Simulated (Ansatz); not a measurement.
**C4H12HfS4: how energies converge with the basis set**

The task here is to estimate one member of a computed series from the others.

Method: one geometry, several basis sets; program: Ansatz 0.2.0, Gaussian basis.

The runs, in order: PBE0-D4/def2-SVP; ωB97M-V/def2-SVP; PBE0-D4/def2-QZVPP; ωB97M-V/def2-QZVPP; the functionals' def2-TZVPP values are taken from earlier runs.

## Structure used throughout

An earlier PBE0-D4 in a triple-zeta def2 set relaxation fixed the geometry. Hf takes the def2 core potential; no spin-orbit term is included.

SMILES `C[S][Hf]([S]C)([S]C)[S]C`, 21 atoms, charge 0, spin multiplicity 1.

Atoms are counted from 1 here; the program's logs count them from 0.

Bond lengths: C1–S2 1.829 Å, C1–H10 1.089 Å, C1–H11 1.089 Å, C1–H12 1.097 Å, S2–Hf3 2.417 Å, Hf3–S4 2.436 Å, Hf3–S6 2.417 Å, Hf3–S8 2.410 Å, S4–C5 1.825 Å, C5–H13 1.090 Å, C5–H14 1.090 Å, C5–H15 1.089 Å, S6–C7 1.824 Å, C7–H16 1.089 Å, C7–H17 1.089 Å, C7–H18 1.088 Å, S8–C9 1.825 Å, C9–H19 1.093 Å and more. Angles: S2–C1–H10 109.4°, S2–C1–H11 108.7°, S2–C1–H12 113.3°, H10–C1–H11 109.8°, H10–C1–H12 107.6°, H11–C1–H12 108.1°, C1–S2–Hf3 91.6°, S2–Hf3–S4 108.2°, S2–Hf3–S6 113.1°, S2–Hf3–S8 106.4°, S4–Hf3–S6 108.9°, S4–Hf3–S8 112.0°, S6–Hf3–S8 108.3°, Hf3–S4–C5 105.1°, S4–C5–H13 107.4°, S4–C5–H14 112.0°, S4–C5–H15 109.8°, H13–C5–H14 108.9° and more.

The first run:

in.yaml

```yaml
crystal:
  periodic: [false, false, false]
  atoms:
    - {symbol: C, position_ang: [0.299433, 2.354554, -0.212887]}
    - {symbol: S, position_ang: [-1.208967, 1.373544, 0.112897]}
    - {symbol: Hf, position_ang: [0.101100, -0.589550, 0.636124]}
    - {symbol: S, position_ang: [1.476703, -1.126663, -1.301801]}
    - {symbol: C, position_ang: [0.409311, -0.804214, -2.746326]}
    - {symbol: S, position_ang: [1.536793, -0.289351, 2.556875]}
    - {symbol: C, position_ang: [1.260172, 1.398464, 3.189356]}
    - {symbol: S, position_ang: [-1.474029, -2.343137, 1.137166]}
    - {symbol: C, position_ang: [-2.056583, -2.611829, -0.571877]}
    - {symbol: H, position_ang: [0.319444, 2.648182, -1.261365]}
    - {symbol: H, position_ang: [0.281719, 3.241915, 0.418527]}
    - {symbol: H, position_ang: [1.226890, 1.806964, -0.003989]}
    - {symbol: H, position_ang: [1.053651, -0.478335, -3.562306]}
    - {symbol: H, position_ang: [-0.326615, -0.026182, -2.544472]}
    - {symbol: H, position_ang: [-0.098504, -1.721281, -3.042873]}
    - {symbol: H, position_ang: [1.285828, 1.348438, 4.277068]}
    - {symbol: H, position_ang: [2.062757, 2.047946, 2.842071]}
    - {symbol: H, position_ang: [0.297256, 1.796397, 2.874580]}
    - {symbol: H, position_ang: [-1.844143, -1.766498, -1.231263]}
    - {symbol: H, position_ang: [-1.588725, -3.506876, -0.978931]}
    - {symbol: H, position_ang: [-3.137889, -2.742089, -0.539474]}
basis:
  gaussian: {orbitals: def2-SVP}
hamiltonian: {xc: pbe0, dispersion: d4}
output: {orbitals: {seedname: orbitals}}
```

On the command line:

```bash
ansatz run in.yaml --threads 4 --pin off --events-out ev --progress --plain --max-ram 46080MiB --backend cpu
```

Among the steps run: PBE0-D4 in def2-SVP; ωB97M-V in def2-SVP; PBE0-D4 in def2-QZVPP; ωB97M-V in def2-QZVPP.

One of the session's tables, all rows but one given; the rest of the session is left out.

It belongs to the step «Density functionals: the series». 

| functional | basis | HOMO (eV) | LUMO (eV) |
| --- | --- | --- | --- |
| PBE0-D4 | def2-SVP | ? | ? |
| PBE0-D4 | def2-TZVPP | -6.83 | -1.76 |
| PBE0-D4 | def2-QZVPP | -6.85 | -1.81 |
| ωB97M-V | def2-SVP | -8.94 | 0.11 |
| ωB97M-V | def2-TZVPP | -8.95 | 0.11 |
| ωB97M-V | def2-QZVPP | -8.97 | 0.02 |

Estimate the missing values for PBE0-D4, def2-SVP.

**Answer.** HOMO (eV): -6.86; LUMO (eV): -1.78. In the column «HOMO (eV)» it lies between ωB97M-V, def2-SVP (-8.94) and PBE0-D4, def2-QZVPP (-6.85).
